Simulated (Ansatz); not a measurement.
# C3H8BNO: the cost of one run

The runs use Ansatz 0.2.0, Gaussian basis; functionals in def2-TZVPP, the program's frozen cores in correlated methods.

The runs, in order: PBE-D4, r2SCAN-D4, PBE0-D4, B3LYP-D4, ωB97X-V, ωB97M-V, B2PLYP; CCSD(T)/def2-TZVPP; MP2/def2-QZVPP; extrapolation to the limit.

## (1) Structure used throughout

All runs share one geometry, relaxed beforehand with PBE0-D4 in a triple-zeta def2 set.

14 atoms, charge 0, spin multiplicity 1.

Atoms are counted from 1 here; the program's logs count them from 0.

Bond lengths: C1–C2 1.344 Å, C1–H7 1.086 Å, C1–H8 1.083 Å, C2–N3 1.382 Å, C2–B4 1.579 Å, N3–H9 1.005 Å, N3–H10 1.007 Å, B4–C5 1.568 Å, B4–O6 1.357 Å, C5–H11 1.091 Å, C5–H12 1.094 Å, C5–H13 1.098 Å, O6–H14 0.963 Å. Angles: C2–C1–H7 122.7°, C2–C1–H8 121.1°, H7–C1–H8 116.1°, C1–C2–N3 122.9°, C1–C2–B4 120.2°, N3–C2–B4 116.8°, C2–N3–H9 116.5°, C2–N3–H10 117.4°, H9–N3–H10 113.5°, C2–B4–C5 122.0°, C2–B4–O6 120.0°, C5–B4–O6 118.0°, B4–C5–H11 112.2°, B4–C5–H12 112.2°, B4–C5–H13 109.8°, H11–C5–H12 108.7°, H11–C5–H13 107.3°, H12–C5–H13 106.4° and more.

Geometry (Å):

```
C    -1.1047   -0.7271    1.5099
C    -0.3775   -0.6175    0.3853
N     0.1414   -1.7097   -0.2835
B    -0.0765    0.8046   -0.2311
C     1.1929    1.0777   -1.1109
O    -0.9328    1.8344   -0.0115
H    -1.2985   -1.6801    1.9936
H    -1.5045    0.1493    2.0048
H     0.9321   -1.5366   -0.8793
H     0.2018   -2.5783    0.2231
H     1.3417    2.1418   -1.2998
H     2.1037    0.6707   -0.6608
H     1.0832    0.5859   -2.0858
H    -1.7152    1.5556    0.4749
```

## (2) PBE-D4 (GGA)

File in.yaml:

```yaml
crystal:
  periodic: [false, false, false]
  atoms:
    - {symbol: C, position_ang: [-1.104703, -0.727062, 1.509903]}
    - {symbol: C, position_ang: [-0.377547, -0.617497, 0.385270]}
    - {symbol: N, position_ang: [0.141375, -1.709672, -0.283457]}
    - {symbol: B, position_ang: [-0.076485, 0.804638, -0.231062]}
    - {symbol: C, position_ang: [1.192880, 1.077732, -1.110860]}
    - {symbol: O, position_ang: [-0.932791, 1.834447, -0.011548]}
    - {symbol: H, position_ang: [-1.298521, -1.680125, 1.993565]}
    - {symbol: H, position_ang: [-1.504485, 0.149264, 2.004818]}
    - {symbol: H, position_ang: [0.932108, -1.536599, -0.879300]}
    - {symbol: H, position_ang: [0.201846, -2.578314, 0.223122]}
    - {symbol: H, position_ang: [1.341683, 2.141765, -1.299826]}
    - {symbol: H, position_ang: [2.103711, 0.670652, -0.660779]}
    - {symbol: H, position_ang: [1.083213, 0.585869, -2.085838]}
    - {symbol: H, position_ang: [-1.715185, 1.555604, 0.474891]}
basis:
  gaussian: {orbitals: def2-TZVPP}
hamiltonian: {xc: pbe, dispersion: d4}
output: {forces: true, orbitals: {seedname: orbitals}}
```

Run with:

```sh
$ ansatz run in.yaml --threads 4 --pin off --events-out ev --progress --plain --max-ram 10444MiB
```

What time and memory should one allow on 4 threads of Arm Neoverse V1, shared host?

About 3.5 s, with a peak of 0.4 GiB.
